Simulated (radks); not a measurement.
# Nuclear size and the levels of Co

One table from this session's results is given with a row withheld; the runs are named, their logs left out.

Program: radks (a radial shooting solver on a logarithmic mesh, Libxc functionals) version 1. Level of theory: Dirac Kohn-Sham, relativistic LDA (MacDonald-Vosko exchange, VWN5 correlation), spin-unpolarised, spherical densities, finite nucleus; open shells fill j = l - 1/2 first. These are calculated values, not measurements, unless marked.

### What is computed

| Property | Result |
| --- | --- |
| element | cobalt (Z = 27) |
| charge | 0 |
| electrons | 27 |
| configuration | [Ar] 3d7 4s2 |
| nuclear rms radius | 3.7875 fm |

The first run:

The run's settings:

```text
Z 27
configuration [Ar] 3d7 4s2 4p0 5s0
relativity Dirac
functional lda_x_rel,vwn5
spin unpolarised
j_filling energy
nucleus finite rms 3.7875 fm
c 137.035999084
```

Steps of the session up to this table: rms radius 3.7875 fm.

One table of the session follows, with a row left open; its other results are not shown here.

Sizes of the orbitals, from the radial functions (bohr):

| level | <r> | outermost maximum (interpolated) | 90 % within | nodes |
| --- | --- | --- | --- | --- |
| 3p1/2 | ? | ? | ? | ? |
| 3p3/2 | 0.8208 | 0.681 | 1.27 | 1 |
| 3d3/2 | 1.067 | 0.663 | 1.89 | 0 |
| 3d5/2 | 1.074 | 0.666 | 1.90 | 0 |
| 4s1/2 | 2.873 | 2.30 | 4.41 | 3 |
| 4p1/2 | 4.230 | 3.18 | 6.76 | 2 |
| 4p3/2 | 4.290 | 3.23 | 6.86 | 2 |
| 5s1/2 | 18.31 | 9.75 | 33.6 | 4 |

Q: Estimate the row for 3p1/2 from the others.

**Answer.** <r>: 0.8109; outermost maximum (interpolated): 0.673; 90 % within: 1.25; nodes: 1. In the column «<r>» it is the lowest.
